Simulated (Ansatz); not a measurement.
# VBiO4 (I4_1/a) in Ansatz: a series of runs, part 2 of 2

Ansatz 0.2.0.

**3. Band structure, PBEsol+U, collinear spin, ferromagnetic start**

Input file input.yaml:

```yaml
crystal:
  lattice:
    - [-2.56105292, 2.56105292, 5.7960647]
    - [2.56105292, -2.56105292, 5.7960647]
    - [2.56105292, 2.56105292, -5.7960647]
  atoms:
    - { symbol: Bi, position: [0.75, 0.25, 0.5] }
    - { symbol: Bi, position: [0.0, 0.0, 0.0] }
    - { symbol: V, position: [0.25, 0.75, 0.5], spin: 2.0 }
    - { symbol: V, position: [0.5, 0.5, 0.0], spin: 2.0 }
    - { symbol: O, position: [0.43809724, 0.3291035, 0.60894833] }
    - { symbol: O, position: [0.57914891, 0.68809724, 0.60899374] }
    - { symbol: O, position: [0.72015517, 0.82914891, 0.39105167] }
    - { symbol: O, position: [0.0791035, 0.97015517, 0.39100626] }
    - { symbol: O, position: [0.6708965, 0.27984483, 0.10899374] }
    - { symbol: O, position: [0.02984483, 0.42085109, 0.10894833] }
    - { symbol: O, position: [0.31190276, 0.9208965, 0.89105167] }
    - { symbol: O, position: [0.17085109, 0.56190276, 0.89100626] }
hamiltonian:
  xc: pbesol
  pseudopotentials: { kind: paw }
  hubbard: { sites: [{ species: V, l: d, u_eff: 1.0 }] }
magnetization:
  spin_polarized: true
kpoints:
  mp_grid: { grid: [7, 7, 7] }
  band_path:
    path:
      - [[0.0, 0.0, 0.0], [0.0, 0.0, 0.5], [-0.0976204173, 0.0976204173, 0.5], [-0.2988102087, 0.2988102087, 0.2988102087], [0.0, 0.0, 0.0], [0.5, 0.5, -0.5], [0.2988102087, 0.7011897913, -0.2988102087], [0.0, 0.5, 0.0], [0.25, 0.25, 0.25], [0.5, 0.5, -0.0976204173], [0.5, 0.5, -0.5]]
      - [[0.0, 0.0, 0.5], [0.25, 0.25, 0.25]]
    npoints: 10
scf:
  occupations: { method: fermi_dirac, width: 0.05 }
  n_extra_bands: 30
output:
  forces: true
  stress: true
  eigenvalues: true
  fatbands: false
```

Potentials or basis: Ansatz PAW.

On the command line:

```
> ansatz run input.yaml --threads 4 --pin off --max-ram 11264MiB --backend cpu --events-out ev --progress --plain --runs-dir out
```

Wall time 78 s (4 threads of Arm Neoverse V1, shared host); peak memory 2 GiB.

Results (log left out):

| Property | Result |
| --- | --- |
| Free energy | -34742.8144 eV |
| Pressure | -1.6 GPa |
| Largest force | 0.232 eV/Å |
| Band gap on the k mesh | 2.16 eV, indirect (least direct gap 2.17 eV) |
| Band gap along the path | 2.11 eV, indirect (least direct gap 2.19 eV) |
| Net moment | 0.00 μB per cell |
| Absolute moment | 0.00 μB per cell |

Forces on the atoms (eV/Å):
```
Bi   0.000  0.000  0.000
Bi   0.000  0.000  0.000
V    0.000  0.000  0.000
V    0.000  0.000  0.000
O    0.178  0.104 -0.107
O    0.104 -0.178 -0.107
O   -0.178 -0.104 -0.107
O   -0.104  0.178 -0.107
O    0.104 -0.178  0.107
O    0.178  0.104  0.107
O   -0.178 -0.104  0.107
O   -0.104  0.178  0.107
```

Stress tensor (GPa, compression positive):
```
-1.75  0.00  0.00
 0.00 -1.75  0.00
 0.00  0.00 -1.40
```

Levels at the corners of the path, in eV from the valence-band top:
Spin up:
```tsv
point	band 48	band 49	band 50	band 51	band 52	band 53	band 54	band 55	band 56	band 57
Γ	-1.65	-1.01	-0.74	-0.74	-0.52	2.32	2.78	3.07	3.33	4.04
X	-1.31	-0.98	-0.98	-0.35	-0.35	2.73	2.73	2.95	2.95	3.48
Y	-1.32	-1.09	-0.93	-0.38	-0.37	2.52	2.80	2.99	3.04	3.37
S	-1.21	-0.97	-0.96	-0.61	-0.39	2.23	2.52	2.96	3.05	3.65
Γ	-1.65	-1.01	-0.74	-0.74	-0.52	2.32	2.78	3.07	3.33	4.04
Z	-1.03	-1.02	-1.02	-0.80	-0.80	2.89	2.89	2.95	2.95	3.48
S1	-1.21	-0.97	-0.96	-0.61	-0.39	2.23	2.52	2.96	3.05	3.65
N	-1.23	-1.14	-1.04	-0.56	-0.17	2.11	2.54	2.94	2.96	3.66
P	-1.40	-0.97	-0.97	-0.35	-0.35	2.72	2.72	2.94	2.94	3.48
Y1	-1.32	-1.09	-0.93	-0.38	-0.37	2.52	2.80	2.99	3.04	3.37
Z	-1.03	-1.02	-1.02	-0.80	-0.80	2.89	2.89	2.95	2.95	3.48
X	-1.31	-0.98	-0.98	-0.35	-0.35	2.73	2.73	2.95	2.95	3.48
P	-1.40	-0.97	-0.97	-0.35	-0.35	2.72	2.72	2.94	2.94	3.48
```
Spin down:
```csv
point,band 48,band 49,band 50,band 51,band 52,band 53,band 54,band 55,band 56,band 57
Γ,-1.65,-1.01,-0.74,-0.74,-0.52,2.32,2.78,3.07,3.33,4.04
X,-1.31,-0.98,-0.98,-0.35,-0.35,2.73,2.73,2.95,2.95,3.48
Y,-1.32,-1.09,-0.93,-0.38,-0.37,2.52,2.80,2.99,3.04,3.37
S,-1.21,-0.97,-0.96,-0.61,-0.39,2.23,2.52,2.96,3.05,3.65
Γ,-1.65,-1.01,-0.74,-0.74,-0.52,2.32,2.78,3.07,3.33,4.04
Z,-1.03,-1.02,-1.02,-0.80,-0.80,2.89,2.89,2.95,2.95,3.48
S1,-1.21,-0.97,-0.96,-0.61,-0.39,2.23,2.52,2.96,3.05,3.65
N,-1.23,-1.14,-1.04,-0.56,-0.17,2.11,2.54,2.94,2.96,3.66
P,-1.40,-0.97,-0.97,-0.35,-0.35,2.72,2.72,2.94,2.94,3.48
Y1,-1.32,-1.09,-0.93,-0.38,-0.37,2.52,2.80,2.99,3.04,3.37
Z,-1.03,-1.02,-1.02,-0.80,-0.80,2.89,2.89,2.95,2.95,3.48
X,-1.31,-0.98,-0.98,-0.35,-0.35,2.73,2.73,2.95,2.95,3.48
P,-1.40,-0.97,-0.97,-0.35,-0.35,2.72,2.72,2.94,2.94,3.48
```

Eigenvalues of the final occupation matrices:
| site | spin | trace | eigenvalues |
| --- | --- | --- | --- |
| site 1 | 1 | 1.65 | 0.30 0.31 0.34 0.34 0.36 |
| site 1 | 2 | 1.65 | 0.30 0.31 0.34 0.34 0.36 |
| site 2 | 1 | 1.65 | 0.30 0.31 0.34 0.34 0.36 |
| site 2 | 2 | 1.65 | 0.30 0.31 0.34 0.34 0.36 |

Caveat: the magnetic or orbital state may not be the lowest; the k mesh misses the band edges, so the gap on the mesh is wider than the one along the path; the pressure holds a Pulay correction of +0.7 GPa for the finite cutoff; spin-orbit coupling is left out, which as a rule narrows the gap of such compounds by several tenths of an eV; the PAW data sets come from PBE, with cores solved anew for the run's functional, which leaves a small shift of forces and pressure; the starting moments weren't kept. The state reached can hang on the start; a lower one may exist.

**4. Band structure, PBEsol+U, collinear spin, ferromagnetic start**

Changes to input.yaml since step 3:

```diff
@@ -21,3 +21,3 @@
   pseudopotentials: { kind: paw }
-  hubbard: { sites: [{ species: V, l: d, u_eff: 1.0 }] }
+  hubbard: { sites: [{ species: V, l: d, u_eff: 2.0 }] }
 magnetization:
```

Potentials or basis: Ansatz PAW.

On the command line:

```
> ansatz run input.yaml --threads 4 --pin off --max-ram 11264MiB --backend cpu --events-out ev --progress --plain --runs-dir out
```

The program printed:

```text
Warning: RAYON_NUM_THREADS=4 ignored (pool sized by the plan → 4); use --threads N
Bi: projections on atomic orbitals take those of the free atom [Xe 4f14] 5d10 6s2 6p3, of charge +0.00 (hamiltonian.pseudopotentials.projection_atoms); the dataset's partial waves leave at most 4.7e-5 of an orbital's norm unspanned inside its sphere
[... 109 lines left out ...]
  k-point 51 ↓: bands = ["-55.6239", "-55.6239", "-29.6624", "-29.6624", "-29.6567", "-29.6564", "-29.6367", "-29.6362", "-13.1422", "-13.1362", "-13.1303", "-13.1277", "-13.0676", "-13.0670", "-13.0349", "-13.0341", "-13.0274", "-13.0244", "-8.8566", "-8.8520", "-8.0421", "-7.9280", "-7.6131", "-7.5830", "-7.4833", "-7.4796", "-0.5914", "-0.5479", "3.9108", "4.0917", "4.2518", "4.3137", "4.7679", "4.9165", "4.9406", "5.0822", "5.2918", "5.3840", "5.6278", "5.8171", "6.0122", "6.0201", "6.1435", "6.1664", "7.0275", "7.3197", "7.6164", "7.6604", "7.7715", "7.9548", "8.0119", "8.0638", "11.5873", "11.6000", "11.7585", "11.7725", "12.3579", "12.3978", "13.2715", "13.3123", "13.5114", "13.7122", "13.8619", "14.0820", "14.9063", "14.9606", "15.3454", "15.4971", "18.7190", "18.7318", "19.3713", "19.5024", "21.3709", "21.4131", "21.9772", "22.3148", "22.9707", "23.1950", "23.4405", "23.8593", "24.7181", "24.9773"]
Occupation matrices written to <dir>
```

occupation_matrices:

```text
# The occupation matrices of the corrected shells as a run of Ansatz 0.0.0 ended. An entry of
# hamiltonian.hubbard.sites starts from them by `starting_ns: <path of this file>`, where that key's refused
# combinations let it.
# Free energy -34740.615503 eV.
# projection_atom_Bi: [Xe 4f14] 5d10 6s2 6p3
# projection_atom_V: [Ne] 3s2 3p6 3d3 4s2
[... 46 lines left out ...]
      - [-1.3227266504323154e-17, 0.0, -1.3552527156068805e-20, 0.33012385693032836, 0.026169311224224695]
      - [0.0, 0.0, -1.0842021724855044e-19, 0.026169311224224695, 0.3331205027235664]
  site3_d_down:
    matrix:
      - [0.2908900378090352, 0.0, 0.0, -1.3444106938820255e-17, 0.0]
      - [0.0, 0.34001657546878816, 0.0, 0.0, 0.0]
      - [0.0, 0.0, 0.34001657546878816, 0.0, 0.0]
      - [-1.3227266504323154e-17, 0.0, 1.3552527156068805e-20, 0.3301246049540443, 0.0261691654589551]
      - [0.0, 0.0, 0.0, 0.0261691654589551, 0.3331211833790032]
```

It took 79 s on 4 threads of Arm Neoverse V1, shared host; peak memory 2 GiB.

Results:

```
Free energy             : -34740.6155 eV
Pressure                : -1.4 GPa
Largest force           : 0.201 eV/Å
Band gap on the k mesh  : 2.19 eV, indirect (least direct gap 2.20 eV)
Band gap along the path : 2.14 eV, indirect (least direct gap 2.22 eV)
Net moment              : 0.00 μB per cell
Absolute moment         : 0.00 μB per cell
```

Forces on the atoms (eV/Å):
```
Bi   0.000  0.000  0.000
Bi   0.000  0.000  0.000
V    0.000  0.000  0.000
V    0.000  0.000  0.000
O    0.156  0.087 -0.091
O    0.087 -0.156 -0.091
O   -0.156 -0.087 -0.091
O   -0.087  0.156 -0.091
O    0.087 -0.156  0.091
O    0.156  0.087  0.091
O   -0.156 -0.087  0.091
O   -0.087  0.156  0.091
```

Stress tensor (GPa, compression positive):
```
-1.54  0.00  0.00
 0.00 -1.54  0.00
 0.00  0.00 -1.27
```

Levels at the corners of the path, in eV from the valence-band top:
Spin up:
```
point  band 50  band 51  band 52  band 53  band 54  band 55
    Γ    -0.74    -0.74    -0.52     2.34     2.81     3.10
    X    -0.98    -0.35    -0.35     2.77     2.77     2.97
    Y    -0.93    -0.39    -0.38     2.56     2.83     3.02
    S    -0.96    -0.61    -0.39     2.27     2.55     2.99
    Γ    -0.74    -0.74    -0.52     2.34     2.81     3.10
    Z    -1.02    -0.80    -0.80     2.92     2.92     2.96
   S1    -0.96    -0.61    -0.39     2.27     2.55     2.99
    N    -1.03    -0.56    -0.17     2.15     2.57     2.96
    P    -0.97    -0.35    -0.35     2.76     2.76     2.95
   Y1    -0.93    -0.39    -0.38     2.56     2.83     3.02
    Z    -1.02    -0.80    -0.80     2.92     2.92     2.96
    X    -0.98    -0.35    -0.35     2.77     2.77     2.97
    P    -0.97    -0.35    -0.35     2.76     2.76     2.95
```
Spin down:
```csv
point,band 48,band 49,band 50,band 51,band 52,band 53,band 54,band 55,band 56,band 57
Γ,-1.65,-1.00,-0.74,-0.74,-0.52,2.34,2.81,3.10,3.35,4.04
X,-1.31,-0.98,-0.98,-0.35,-0.35,2.77,2.77,2.97,2.97,3.48
Y,-1.32,-1.09,-0.93,-0.39,-0.38,2.56,2.83,3.02,3.05,3.37
S,-1.21,-0.97,-0.96,-0.61,-0.39,2.27,2.55,2.99,3.07,3.65
Γ,-1.65,-1.00,-0.74,-0.74,-0.52,2.34,2.81,3.10,3.35,4.04
Z,-1.03,-1.02,-1.02,-0.80,-0.80,2.92,2.92,2.96,2.96,3.47
S1,-1.21,-0.97,-0.96,-0.61,-0.39,2.27,2.55,2.99,3.07,3.65
N,-1.23,-1.14,-1.03,-0.56,-0.17,2.15,2.57,2.96,2.98,3.66
P,-1.40,-0.97,-0.97,-0.35,-0.35,2.76,2.76,2.95,2.95,3.48
Y1,-1.32,-1.09,-0.93,-0.39,-0.38,2.56,2.83,3.02,3.05,3.37
Z,-1.03,-1.02,-1.02,-0.80,-0.80,2.92,2.92,2.96,2.96,3.47
X,-1.31,-0.98,-0.98,-0.35,-0.35,2.77,2.77,2.97,2.97,3.48
P,-1.40,-0.97,-0.97,-0.35,-0.35,2.76,2.76,2.95,2.95,3.48
```

Eigenvalues of the final occupation matrices:
| site | spin | trace | eigenvalues |
| --- | --- | --- | --- |
| site 1 | 1 | 1.63 | 0.29 0.31 0.34 0.34 0.36 |
| site 1 | 2 | 1.63 | 0.29 0.31 0.34 0.34 0.36 |
| site 2 | 1 | 1.63 | 0.29 0.31 0.34 0.34 0.36 |
| site 2 | 2 | 1.63 | 0.29 0.31 0.34 0.34 0.36 |

Caveat: the magnetic or orbital state may not be the lowest; the k mesh misses the band edges, so the gap on the mesh is wider than the one along the path; the pressure holds a Pulay correction of +0.7 GPa for the finite cutoff; spin-orbit coupling is left out, which as a rule narrows the gap of such compounds by several tenths of an eV; the PAW data sets come from PBE, with cores solved anew for the run's functional, which leaves a small shift of forces and pressure; the starting moments weren't kept.

**5. Band structure, PBEsol+U, collinear spin, ferromagnetic start**

Changes to input.yaml since step 4:

```diff
@@ -21,3 +21,3 @@
   pseudopotentials: { kind: paw }
-  hubbard: { sites: [{ species: V, l: d, u_eff: 2.0 }] }
+  hubbard: { sites: [{ species: V, l: d, u_eff: 3.0 }] }
 magnetization:
@@ -39 +39,5 @@
   fatbands: false
+  write_density: true
+  write_potential: true
+  elf: true
+  volumetric_format: npy
```

On the command line:

```
> ansatz run input.yaml --threads 4 --pin off --max-ram 11264MiB --backend cpu --events-out ev --progress --plain --runs-dir out
```

Wall time 83 s (4 threads of Arm Neoverse V1, shared host); peak memory 2 GiB.

The run converged. Its results:

| Quantity | Value |
| --- | --- |
| Free energy | -34738.4265 eV |
| Pressure | -1.3 GPa |
| Largest force | 0.168 eV/Å |
| Band gap on the k mesh | 2.23 eV, indirect (least direct gap 2.24 eV) |
| Band gap along the path | 2.18 eV, indirect (least direct gap 2.26 eV) |
| Net moment | 0.00 μB per cell |
| Absolute moment | 0.00 μB per cell |

Forces in eV/Å, atoms in the order of the input:
```
Bi   0.000  0.000  0.000
Bi   0.000  0.000  0.000
V    0.000  0.000  0.000
V    0.000  0.000  0.000
O    0.133  0.070 -0.075
O    0.070 -0.133 -0.075
O   -0.133 -0.070 -0.075
O   -0.070  0.133 -0.075
O    0.070 -0.133  0.075
O    0.133  0.070  0.075
O   -0.133 -0.070  0.075
O   -0.070  0.133  0.075
```

Stress tensor (GPa, compression positive):
```
-1.32  0.00  0.00
 0.00 -1.32  0.00
 0.00  0.00 -1.13
```

Levels at the corners of the path, in eV from the valence-band top:
Spin up:
```tsv
point	band 48	band 49	band 50	band 51	band 52	band 53	band 54	band 55	band 56	band 57
Γ	-1.64	-0.99	-0.74	-0.74	-0.52	2.38	2.83	3.14	3.38	4.03
X	-1.31	-0.98	-0.98	-0.35	-0.35	2.81	2.81	2.99	2.99	3.48
Y	-1.32	-1.08	-0.93	-0.39	-0.38	2.60	2.87	3.05	3.06	3.37
S	-1.21	-0.97	-0.96	-0.61	-0.38	2.31	2.58	3.01	3.10	3.64
Γ	-1.64	-0.99	-0.74	-0.74	-0.52	2.38	2.83	3.14	3.38	4.03
Z	-1.03	-1.02	-1.02	-0.80	-0.80	2.95	2.95	2.98	2.98	3.47
S1	-1.21	-0.97	-0.96	-0.61	-0.38	2.31	2.58	3.01	3.10	3.64
N	-1.23	-1.14	-1.03	-0.55	-0.17	2.19	2.60	2.99	3.01	3.65
P	-1.40	-0.97	-0.97	-0.35	-0.35	2.80	2.80	2.97	2.97	3.48
Y1	-1.32	-1.08	-0.93	-0.39	-0.38	2.60	2.87	3.05	3.06	3.37
Z	-1.03	-1.02	-1.02	-0.80	-0.80	2.95	2.95	2.98	2.98	3.47
X	-1.31	-0.98	-0.98	-0.35	-0.35	2.81	2.81	2.99	2.99	3.48
P	-1.40	-0.97	-0.97	-0.35	-0.35	2.80	2.80	2.97	2.97	3.48
```
Spin down:
| point | band 49 | band 50 | band 51 | band 52 | band 53 | band 54 | band 55 | band 56 |
| --- | --- | --- | --- | --- | --- | --- | --- | --- |
| Γ | -0.99 | -0.74 | -0.74 | -0.52 | 2.38 | 2.83 | 3.14 | 3.38 |
| X | -0.98 | -0.98 | -0.35 | -0.35 | 2.81 | 2.81 | 2.99 | 2.99 |
| Y | -1.08 | -0.93 | -0.39 | -0.38 | 2.60 | 2.87 | 3.05 | 3.06 |
| S | -0.97 | -0.96 | -0.61 | -0.38 | 2.31 | 2.58 | 3.01 | 3.10 |
| Γ | -0.99 | -0.74 | -0.74 | -0.52 | 2.38 | 2.83 | 3.14 | 3.38 |
| Z | -1.02 | -1.02 | -0.80 | -0.80 | 2.95 | 2.95 | 2.98 | 2.98 |
| S1 | -0.97 | -0.96 | -0.61 | -0.38 | 2.31 | 2.58 | 3.01 | 3.10 |
| N | -1.14 | -1.03 | -0.55 | -0.17 | 2.19 | 2.60 | 2.99 | 3.01 |
| P | -0.97 | -0.97 | -0.35 | -0.35 | 2.80 | 2.80 | 2.97 | 2.97 |
| Y1 | -1.08 | -0.93 | -0.39 | -0.38 | 2.60 | 2.87 | 3.05 | 3.06 |
| Z | -1.02 | -1.02 | -0.80 | -0.80 | 2.95 | 2.95 | 2.98 | 2.98 |
| X | -0.98 | -0.98 | -0.35 | -0.35 | 2.81 | 2.81 | 2.99 | 2.99 |
| P | -0.97 | -0.97 | -0.35 | -0.35 | 2.80 | 2.80 | 2.97 | 2.97 |

Eigenvalues of the final occupation matrices:
```
  site  spin  trace               eigenvalues
site 1     1   1.62  0.28 0.30 0.34 0.34 0.36
site 1     2   1.62  0.28 0.30 0.34 0.34 0.36
site 2     1   1.62  0.28 0.30 0.34 0.34 0.36
site 2     2   1.62  0.28 0.30 0.34 0.34 0.36
```

Caveat: the magnetic or orbital state may not be the lowest; the pressure holds a Pulay correction of +0.7 GPa for the finite cutoff; spin-orbit coupling is left out, which as a rule narrows the gap of such compounds by several tenths of an eV; the PAW data sets come from PBE, with cores solved anew for the run's functional, which leaves a small shift of forces and pressure; the starting moments weren't kept. The state reached can hang on the start; a lower one may exist.

**6. Summary**

```csv
level,U,hubbard projectors,double counting,gap on the mesh (eV),pressure (GPa),moment (μB),largest force (eV/Å)
PBEsol,-,-,-,2.13,-1.8,0.00,0.26
PBEsol+U,V d U = 1 eV,ortho-atomic (the default),fll (the default),2.16,-1.6,0.00,0.23
PBEsol+U,V d U = 2 eV,ortho-atomic (the default),fll (the default),2.19,-1.4,0.00,0.20
PBEsol+U,V d U = 3 eV,ortho-atomic (the default),fll (the default),2.23,-1.3,0.00,0.17
```

Alike in all rows: task band structure; potentials or basis Ansatz PAW; spin collinear, ferromagnetic start; cell as given; k mesh 7 × 7 × 7; cutoff (eV) 420; smearing fermi-dirac 0.05 eV.

On the cell as given the gap runs from 2.07 eV (PBEsol) to 2.18 eV (PBEsol+U). The pressure there spans -1.8 GPa (PBEsol) to -1.3 GPa (PBEsol+U); a positive pressure means that this level wants a larger cell, a negative one a smaller.

Caveats: spin-orbit coupling is left out, which as a rule narrows the gap of such compounds by several tenths of an eV; the PAW data sets come from PBE, with cores solved anew for the run's functional, which leaves a small shift of forces and pressure; the starting moments weren't kept; the k mesh misses the band edges, so the gap on the mesh is wider than the one along the path (some runs); the magnetic or orbital state may not be the lowest (some runs).

Total energies depend on the potentials used, so only differences within one code and one set of settings carry meaning.
